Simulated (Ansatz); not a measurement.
# AlBrH6N2O: the cost of one run

All numbers below are computed with Ansatz 0.2.0 (RKS PBE/def2-SVP).

**1. The starting structure**

Bond lengths: Al1–N2 2.270 Å, N2–H3 1.060 Å, N2–H4 1.060 Å, Al1–O5 1.780 Å, O5–H6 1.010 Å, Al1–N7 1.920 Å, N7–H8 1.060 Å, N7–H9 1.060 Å, Al1–Br10 2.710 Å, Br10–H11 1.779 Å. Angles: Al1–N2–H3 120.0°, Al1–N2–H4 120.0°, H3–N2–H4 120.0°, N2–Al1–O5 120.0°, N2–Al1–N7 120.0°, N2–Al1–Br10 71.6°, O5–Al1–N7 120.0°, O5–Al1–Br10 114.2°, N7–Al1–Br10 84.6°, Al1–O5–H6 109.5°, Al1–N7–H8 120.0°, Al1–N7–H9 120.0°, H8–N7–H9 120.0°, Al1–Br10–H11 61.8°.

Coordinates:

```xyz
11

Al    0.0000    0.0000    0.0000
N     0.0000    0.0000    2.2700
H    -0.8770   -0.2713    2.8000
H     0.8770    0.2713    2.8000
O     1.5415    0.0000   -0.8900
H     1.8414   -0.9519   -1.0449
N    -1.6627    0.0000   -0.9600
H    -2.3316   -0.8164   -0.8614
H    -1.9118    0.8164   -1.5886
Br   -0.7885    2.4479    0.8545
H    -0.3926    1.2189    2.0782
```

**2. Pulling towards end A**

Springs on the bonds that form and break draw the guess towards this end; the thresholds are loose.

Input file input.yaml:

```yaml
crystal:
  periodic: [false, false, false]
  atoms:
    - { symbol: Al, position_ang: [0.0, 0.0, 0.0] }
    - { symbol: "N", position_ang: [0.0, 0.0, 2.27] }
    - { symbol: H, position_ang: [-0.877, -0.2713, 2.8] }
    - { symbol: H, position_ang: [0.877, 0.2713, 2.8] }
    - { symbol: O, position_ang: [1.5415, 0.0, -0.89] }
    - { symbol: H, position_ang: [1.8414, -0.9519, -1.0449] }
    - { symbol: "N", position_ang: [-1.6627, 0.0, -0.96] }
    - { symbol: H, position_ang: [-2.3316, -0.8164, -0.8614] }
    - { symbol: H, position_ang: [-1.9118, 0.8164, -1.5886] }
    - { symbol: Br, position_ang: [-0.7885, 2.4479, 0.8545] }
    - { symbol: H, position_ang: [-0.3926, 1.2189, 2.0782] }
basis:
  gaussian: { orbitals: def2-SVP }
hamiltonian:
  xc: pbe
relax:
  f_tol: 0.15
  max_steps: 25
  restrain:
    - { distance: [0, 9], at: 3.61, k: 30.0 }
    - { distance: [10, 1], at: 2.26, k: 30.0 }
    - { distance: [0, 1], at: 1.92, k: 30.0 }
    - { distance: [10, 9], at: 1.55, k: 30.0 }
output:
  orbitals: {}
```

The run is started by

```sh
$ ansatz run input.yaml --threads 4 --pin off --max-ram 5120MiB --backend cpu --events-out ev --progress --plain --runs-dir out
```

What time and memory should one allow on 4 threads of Arm Neoverse V1, shared host?

About 21 s, with a peak of 0.18 GiB.
